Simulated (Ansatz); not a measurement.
# CH₂BrNSi: small, medium and large basis sets

One table from this session's results is given with a row withheld; the runs are named, their logs left out.

Computed with Ansatz 0.2.0, Gaussian basis. Level: one geometry, several basis sets.

Levels to be run: PBE0-D4/def2-SVP; ωB97M-V/def2-SVP; PBE0-D4/def2-QZVPP; ωB97M-V/def2-QZVPP; the functionals' def2-TZVPP values are taken from earlier runs.

### The relaxed structure

All runs share one geometry, relaxed beforehand with PBE0-D4 in a triple-zeta def2 set.

SMILES `BrC1=N[SiH2]1`, 6 atoms, charge 0, spin multiplicity 1.

Atoms are counted from 1 here; the program's logs count them from 0.

Bond lengths: Br1–C2 1.881 Å, C2–N3 1.262 Å, C2–Si4 1.776 Å, N3–Si4 1.804 Å, Si4–H5 1.475 Å, Si4–H6 1.475 Å. Angles: Br1–C2–N3 129.8°, Br1–C2–Si4 159.7°, N3–C2–Si4 70.6°, C2–N3–Si4 68.2°, C2–Si4–N3 41.3°, C2–Si4–H5 121.7°, C2–Si4–H6 121.7°, N3–Si4–H5 118.1°, N3–Si4–H6 118.1°, H5–Si4–H6 115.0°.

Coordinates:

```tsv
atom	x (Å)	y (Å)	z (Å)
Br1	-0.1301	-2.7497	0.3922
C2	-0.2047	-0.9082	0.0185
N3	-1.0607	-0.2514	-0.6358
Si4	0.2534	0.8072	0.0019
H5	1.2465	1.3341	-0.9529
H6	-0.0622	1.7038	1.1298
```

Set-up of the first run:

The input, in.yaml:

```yaml
crystal:
  periodic: [false, false, false]
  atoms:
    - {symbol: Br, position_ang: [-0.130147, -2.749697, 0.392220]}
    - {symbol: C, position_ang: [-0.204662, -0.908195, 0.018505]}
    - {symbol: N, position_ang: [-1.060729, -0.251367, -0.635811]}
    - {symbol: Si, position_ang: [0.253396, 0.807232, 0.001950]}
    - {symbol: H, position_ang: [1.246487, 1.334125, -0.952885]}
    - {symbol: H, position_ang: [-0.062246, 1.703802, 1.129821]}
basis:
  gaussian: {orbitals: def2-SVP}
hamiltonian: {xc: pbe0, dispersion: d4}
output: {orbitals: {seedname: orbitals}}
```

Command:

```bash
$ ansatz run in.yaml --threads 2 --pin off --events-out ev --progress --plain --max-ram 4352MiB
```

Among the steps run: PBE0-D4 in def2-SVP; ωB97M-V in def2-SVP; PBE0-D4 in def2-QZVPP; ωB97M-V in def2-QZVPP.

One of the session's tables, all rows but one given; the rest of the session is left out.

It belongs to the step «Functionals by basis». 

| functional | basis | HOMO (eV) |
| --- | --- | --- |
| PBE0-D4 | def2-SVP | -7.16 |
| PBE0-D4 | def2-TZVPP | -7.22 |
| PBE0-D4 | def2-QZVPP | -7.24 |
| ωB97M-V | def2-SVP | -9.23 |
| ωB97M-V | def2-TZVPP | -9.32 |
| ωB97M-V | def2-QZVPP | ? |

Q: Estimate the row for ωB97M-V, def2-QZVPP from the others.

**Answer.** HOMO (eV): -9.34. In the column «HOMO (eV)» it is the lowest.
